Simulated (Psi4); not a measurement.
# wB97M-V/def2-SVP run of GeSiH5Cl (SMILES [SiH3][GeH2][Cl])

Aim: the energy change on altering one bond length of GeSiH5Cl at wB97M-V/def2-SVP, from 2 runs. 

The calculation is run with Psi4 1.11.

2 further runs of the same task are left out: 2 set aside as unsound or not needed. Runs told in other sessions of the task aren't counted.

### 1 The molecule

The species is GeSiH5Cl (8 atoms), meant as a singlet with charge 0. As SMILES, `[SiH3][GeH2][Cl]`. The coordinates come from a PBE0-D4/def2-TZVP relaxation.

Bond lengths: Si1–Ge2 2.380 Å, Ge2–Cl3 2.169 Å, Si1–H4 1.487 Å, Si1–H5 1.484 Å, Si1–H6 1.484 Å, Ge2–H7 1.537 Å, Ge2–H8 1.537 Å. Some angles: Si1–Ge2–Cl3 106.5°, Si1–Ge2–H7 114.0°, Si1–Ge2–H8 114.0°, Cl3–Ge2–H7 106.1°, Cl3–Ge2–H8 106.1°, Ge2–Si1–H4 109.5°, Ge2–Si1–H5 108.9°, Ge2–Si1–H6 108.9°, H7–Ge2–H8 109.6°, H4–Si1–H5 109.7°.

### 2 The energy at wB97M-V/def2-SVP

job.py reads:

```python
import psi4

psi4.set_memory('2200 MB')
psi4.set_num_threads(1)
psi4.set_output_file('run.log', False)

m = psi4.geometry("""
Si    -0.863600     0.827300    -0.302500
Ge     0.738300    -0.882000     0.118400
Cl     1.963100    -0.183700     1.766200
H     -1.744900     0.416200    -1.427300
H     -0.149800     2.078700    -0.658900
H     -1.678500     1.035600     0.920200
H      1.703100    -1.135200    -1.051200
H      0.124600    -2.213900     0.579200
symmetry c1
no_reorient
no_com
""")

psi4.set_options({
    'reference': 'rks',
    'puream': True,
    'e_convergence': 1e-09,
    'd_convergence': 1e-08,
    'scf_type': 'pk',
    'dft_radial_points': 99,
    'dft_spherical_points': 590,
})

E, wfn = psi4.energy("wb97m-v/def2-SVP", return_wfn=True)
print(f'wb97m-v/def2-SVP energy: {E:.10f} Eh')
```

On the command line:

```
python job.py
```

run.log:

```text
[...]
  Running in c1 symmetry.
[...]
  Nuclear repulsion =  338.365643184902012
[...]
  Multiplicity = 1
[...]
  Nalpha       = 34
  Nbeta        = 34
[...]
    Number of basis functions: 93
[...]
   @RKS iter   1: -2827.77726072762607   -2.43934e+00   2.48955e-02 DIIS/ADIIS
[...]
   @RKS iter  11: -2829.05707711660943   -2.18279e-11   9.77041e-09 DIIS
[...]
    Orbital Energies [Eh]
    ---------------------
    Doubly Occupied:
       1A   -399.330480     2A   -101.819917     3A    -66.409825
       4A    -50.079713     5A    -44.499089     6A    -44.497842
       7A    -44.497748     8A     -9.620557     9A     -7.330797
      10A     -7.324085    11A     -7.324068    12A     -6.427075
      13A     -5.460470    14A     -4.567008    15A     -4.562075
      16A     -4.562007    17A     -3.778250    18A     -3.777480
      19A     -3.777366    20A     -1.361806    21A     -1.358589
      22A     -1.358382    23A     -1.355262    24A     -1.354457
      25A     -0.921141    26A     -0.697950    27A     -0.629383
      28A     -0.479404    29A     -0.473714    30A     -0.448904
      31A     -0.448630    32A     -0.433848    33A     -0.393656
      34A     -0.370695
[...]
  @RKS Final Energy: -2829.05707711660943
   => Energetics <=
    Nuclear Repulsion Energy =            338.3656431849020123
    One-Electron Energy =               -4608.3212039334130168
    Two-Electron Energy =                1542.4368750279134019
    DFT Exchange-Correlation Energy =    -101.8188119143831898
    Empirical Dispersion Energy =           0.0000000000000000
    VV10 Nonlocal Energy =                  0.2804205183716597
    Total Energy =                      -2829.0570771166089798
[...]
 Multipole Moments:
 ------------------------------------------------------------------------------------
     Multipole            Electronic (a.u.)      Nuclear  (a.u.)        Total (a.u.)
 ------------------------------------------------------------------------------------
 L = 1.  Multiply by 2.5417464519 to convert [e a0] to [Debye]
 Dipole X            :        -82.1078709           81.5651149           -0.5427560
 Dipole Y            :         36.8948291          -37.0070736           -0.1122446
 Dipole Z            :        -53.4007461           52.8012156           -0.5995305
 Magnitude           :                                                    0.8164678
[...]
```

Standard output:

```text
wb97m-v/def2-SVP energy: -2829.0570771166 Eh
```

Run time: 3.6 min. Hardware: 1 thread of AMD EPYC 7R43 (Zen 3), shared host; peak memory 1.2 GiB.

### 3 The distorted shape, same level

clgeh5si.xyz reads:

```xyz
8
ClGeH5Si
Si    -1.346022     0.953906     0.282326
Ge     0.255878    -0.755394     0.703226
Cl     1.480678    -0.057094     2.351026
H     -2.227322     0.542806    -0.842474
H     -0.632222     2.205306    -0.074074
H     -2.160922     1.162206     1.505026
H      1.703100    -1.135200    -1.051200
H     -0.357822    -2.087294     1.164026
```

run.py reads:

```python
import numpy as np
from ase.calculators.psi4 import Psi4
from ase.io import read

a = read('clgeh5si.xyz')
calc = Psi4(atoms=a, method='wb97m-v', basis='def2-SVP', memory='2200MB', num_threads=1, charge=0, multiplicity=1, label='calc')
calc.psi4.set_options({'puream': True, 'e_convergence': 1e-09, 'd_convergence': 1e-08, 'scf_type': 'pk', 'dft_radial_points': 99, 'dft_spherical_points': 590})
a.calc = calc

print(f'energy: {a.get_potential_energy():.6f} eV')
```

On the command line:

```
python run.py
```

calc.dat:

```text
[...]
  Running in c1 symmetry.
[...]
  Nuclear repulsion =  333.756396939185777
[...]
  Multiplicity = 1
[...]
  Nalpha       = 34
  Nbeta        = 34
[...]
    Number of basis functions: 93
[...]
   @RKS iter   1: -2827.54845022915060   -2.49162e+00   2.51420e-02 DIIS/ADIIS
[...]
   @RKS iter  12: -2828.98263064048797   -9.09495e-13   5.78512e-09 DIIS
[...]
    Orbital Energies [Eh]
    ---------------------
    Doubly Occupied:
       1A   -399.351387     2A   -101.831896     3A    -66.420400
       4A    -50.099250     5A    -44.518584     6A    -44.517958
       7A    -44.516923     8A     -9.632365     9A     -7.342613
      10A     -7.336048    11A     -7.335717    12A     -6.446411
      13A     -5.470867    14A     -4.585507    15A     -4.583088
      16A     -4.580120    17A     -3.788929    18A     -3.787724
      19A     -3.787620    20A     -1.379807    21A     -1.377539
      22A     -1.375695    23A     -1.374323    24A     -1.373252
      25A     -0.931093    26A     -0.699807    27A     -0.623836
      28A     -0.483747    29A     -0.471029    30A     -0.456502
      31A     -0.443690    32A     -0.431369    33A     -0.388288
      34A     -0.349453
[...]
  @RKS Final Energy: -2828.98263064048797
   => Energetics <=
    Nuclear Repulsion Energy =            333.7563969391857768
    One-Electron Energy =               -4598.2790410265042738
    Two-Electron Energy =                1536.9945959761373615
    DFT Exchange-Correlation Energy =    -101.7351993124843688
    Empirical Dispersion Energy =           0.0000000000000000
    VV10 Nonlocal Energy =                  0.2806167831776654
    Total Energy =                      -2828.9826306404879688
[...]
 Multipole Moments:
 ------------------------------------------------------------------------------------
     Multipole            Electronic (a.u.)      Nuclear  (a.u.)        Total (a.u.)
 ------------------------------------------------------------------------------------
 L = 1.  Multiply by 2.5417464519 to convert [e a0] to [Debye]
 Dipole X            :          5.1933952           -6.0753888           -0.8819936
 Dipole Y            :         -6.5374510            6.6013950            0.0639440
 Dipole Z            :          2.2690845           -2.4651036           -0.1960191
 Magnitude           :                                                    0.9057732
[...]
```

Standard output:

```text
energy: -76980.538419 eV
```

Wall time 3.7 min (1 thread of AMD EPYC 7R43 (Zen 3), shared host); peak memory 1.2 GiB.

### 4 Outcome

At wB97M-V/def2-SVP:

```
                                                          quantity           value
                                         first shape: total energy  -2829.05708 Eh
                                        first shape: dipole moment          2.08 D
                                          first shape: HOMO energy       -10.09 eV
                                          first shape: LUMO energy         1.49 eV
                                        first shape: HOMO–LUMO gap        11.58 eV
                                     distorted shape: total energy  -2828.98263 Eh
                                    distorted shape: dipole moment          2.30 D
                                      distorted shape: HOMO energy        -9.51 eV
                                      distorted shape: LUMO energy        -0.26 eV
                                    distorted shape: HOMO–LUMO gap         9.25 eV
energy change with the Ge2–H7 bond stretched from 1.537 to 2.306 Å        2.026 eV
```

**Reading.** With the Ge2–H7 bond stretched from 1.537 to 2.306 Å the energy rises by 2.03 eV (47 kcal/mol). The first shape isn't relaxed at this level, so the change isn't measured from a minimum. With no_com the log's rotational constants are taken about the origin, not the centre of mass, so they aren't the molecule's.
